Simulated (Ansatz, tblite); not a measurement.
# The cluster Li2Al3−: one state, many levels

One table from this session's results is given with a row withheld; the runs are named, their logs left out.

The runs use Ansatz 0.2.0, Gaussian basis; as each input shows.

Levels to be run: GFN1-xTB, GFN2-xTB, PBE-D4/def2-TZVPD, r2SCAN-D4/def2-TZVPD, B97M-V/def2-TZVPD, ωB97X-V/def2-TZVPD, LC-ωPBE/def2-TZVPD, r2SCANh-D4/def2-TZVPD, CAM-B3LYP-D4/def2-TZVPD, PBE+5HF/def2-TZVPD, PBE+10HF/def2-TZVPD, PBE+15HF/def2-TZVPD, PBE+35HF/def2-TZVPD, PBE+50HF/def2-TZVPD, PBE-D4/def2-SVPD, PBE0-D4/def2-SVPD, CCSD(T)/def2-TZVPPD, MP2/def2-TZVPD, RPA/def2-TZVPD.

3 further runs of the same task are left out: 3 that didn't finish.

**The structure**

The geometry is that of the singlet, from an earlier relaxation (PBE-D4/def2-TZVPD). At that level it is the lowest of the isomers that a small search found.

5 atoms, charge -1, spin multiplicity 1.

Bond lengths: Li1–Al3 2.713 Å, Li1–Al4 2.741 Å, Li2–Al3 2.864 Å, Li2–Al5 2.615 Å, Al3–Al5 2.552 Å, Al4–Al5 2.554 Å. Angles: Al3–Li1–Al4 102.0°, Al3–Li2–Al5 55.3°, Li1–Al3–Li2 69.2°, Li1–Al3–Al5 71.8°, Li2–Al3–Al5 57.4°, Li1–Al4–Al5 71.3°, Li2–Al5–Al3 67.3°, Li2–Al5–Al4 76.1°, Al3–Al5–Al4 112.2°.

The ion is computed in the gas phase, without counter-ions or solvent.

PBE0-D4/def2-TZVPD was run before; its log isn't repeated, and its numbers join the tables.

Set-up of the first run:

Tight binding, by tblite at 300 K electronic temperature and without a spin-polarisation term:

```python
tblite.interface.Calculator('GFN1-xTB', numbers, positions, charge=-1, uhf=0).singlepoint()
```

Tight binding, by tblite at 300 K electronic temperature and without a spin-polarisation term:

```python
tblite.interface.Calculator('GFN2-xTB', numbers, positions, charge=-1, uhf=0).singlepoint()
```

start.molden holds the orbitals of an earlier run on this state, given as this run's starting guess.

Input file in.yaml:

```yaml
crystal:
  periodic: [false, false, false]
  atoms:
    - {symbol: Li, position_ang: [-1.312115, 0.636196, -1.067584]}
    - {symbol: Li, position_ang: [-0.336710, -0.327530, 1.788721]}
    - {symbol: Al, position_ang: [-0.577463, -1.928685, -0.574041]}
    - {symbol: Al, position_ang: [0.790617, 2.044169, -0.015270]}
    - {symbol: Al, position_ang: [1.435671, -0.424150, -0.131816]}
basis:
  gaussian: {orbitals: def2-TZVPD, initial_orbitals: start.molden}
total_charge: -1
hamiltonian: {xc: pbe, dispersion: d4}
scf: {omitted_lower_state_checks: [starts]}
output: {forces: true, orbitals: {seedname: orbitals}}
```

The run is started by

```sh
$ ansatz run in.yaml --threads 4 --pin off --events-out ev --progress --plain --max-ram 3916MiB
```

Steps of the session up to this table: PBE-D4/def2-TZVPD; r2SCAN-D4/def2-TZVPD; B97M-V/def2-TZVPD; ωB97X-V/def2-TZVPD; LC-ωPBE/def2-TZVPD; r2SCANh-D4/def2-TZVPD; CAM-B3LYP-D4/def2-TZVPD; PBE+5HF/def2-TZVPD; PBE+10HF/def2-TZVPD; PBE+15HF/def2-TZVPD; PBE+35HF/def2-TZVPD; PBE+50HF/def2-TZVPD; PBE-D4/def2-SVPD; PBE0-D4/def2-SVPD; CCSD(T)/def2-TZVPPD; MP2/def2-TZVPD; RPA/def2-TZVPD.

One of the session's tables, all rows but one given; the rest of the session is left out.

It belongs to the step «Levels side by side». 

```
                  level  HOMO (eV)  LUMO (eV)  gap (eV)
       PBE-D4/def2-SVPD       0.50       1.04      0.54
      PBE-D4/def2-TZVPD       0.48       1.00      0.52
   r2SCAN-D4/def2-TZVPD       0.41       1.07      0.65
      B97M-V/def2-TZVPD       0.41       0.98      0.57
  r2SCANh-D4/def2-TZVPD       0.19       1.26      1.07
      PBE0-D4/def2-SVPD          ?          ?         ?
     PBE0-D4/def2-TZVPD      -0.11       1.44      1.55
CAM-B3LYP-D4/def2-TZVPD      -0.89       2.03      2.91
     LC-ωPBE/def2-TZVPD      -1.90       2.55      4.46
     ωB97X-V/def2-TZVPD      -1.70       2.55      4.24
     PBE+5HF/def2-TZVPD       0.36       1.09      0.72
    PBE+10HF/def2-TZVPD       0.25       1.18      0.93
    PBE+15HF/def2-TZVPD       0.13       1.26      1.14
    PBE+35HF/def2-TZVPD      -0.36       1.61      1.96
    PBE+50HF/def2-TZVPD      -0.74       1.85      2.59
```

**Question.** Estimate the row for PBE0-D4/def2-SVPD.

The run gave: HOMO (eV): -0.10; LUMO (eV): 1.49; gap (eV): 1.59. In the column «HOMO (eV)» it lies between PBE0-D4/def2-TZVPD (-0.11) and PBE+15HF/def2-TZVPD (0.13).
